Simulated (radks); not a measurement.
**Mo⁴⁺ in [Kr] 4d2: an all-electron calculation**

The task here is to estimate one member of a computed series from the others.

Program: radks (a radial shooting solver on a logarithmic mesh, Libxc functionals) version 1. Level of theory: scalar-relativistic Kohn-Sham, LDA (Slater exchange, VWN5 correlation), spin-unpolarised, spherical densities, point nucleus. These are calculated values, not measurements, unless marked.

## What is computed

* element: molybdenum (Z = 42)
* charge: +4
* electrons: 38
* configuration: [Kr] 4d2

The outer shells:

Mo⁴⁺
```
[Kr] core
4d [↑ ][↑ ][  ][  ][  ]
```

The first run:

The run's settings:

```text
Z 42
configuration [Kr] 4d2 5s0 5p0 4f0 5d0
relativity scalar-relativistic
functional lda,vwn5
spin unpolarised
nucleus point
c 137.035999084
```

The run is started by

```console
$ python run_ks.py task.json out
```

All runs below come from this command, one after another.

One of the session's tables, all rows but one given; the rest of the session is left out.

It belongs to the step «Shells». From the orbitals of this run (lengths in bohr):

```
level      <r>  outermost maximum (interpolated)  90 % within  nodes
   1s  0.03520                            0.0229       0.0631      0
   2s        ?                                 ?            ?      ?
   2p   0.1340                             0.104        0.218      0
   3s   0.4296                             0.384        0.635      2
   3p   0.4310                             0.377        0.652      1
   3d   0.4151                             0.322        0.664      0
   4s    1.086                             0.981         1.58      3
   4p    1.193                              1.06         1.75      2
   4d    1.518                              1.28         2.31      1
   5s    2.495                              2.33         3.54      4
   5p    2.822                              2.64         4.02      3
   5d    3.687                              3.49         5.30      2
   4f    2.923                              2.49         4.51      0
```

Estimate the missing values for 2s.

As computed: <r>: 0.1539; outermost maximum (interpolated): 0.130; 90 % within: 0.238; nodes: 1. In the column «<r>» it lies between 2p (0.1340) and 3d (0.4151).

Caveats from the session: Spin polarisation and multiplet splitting are left out.
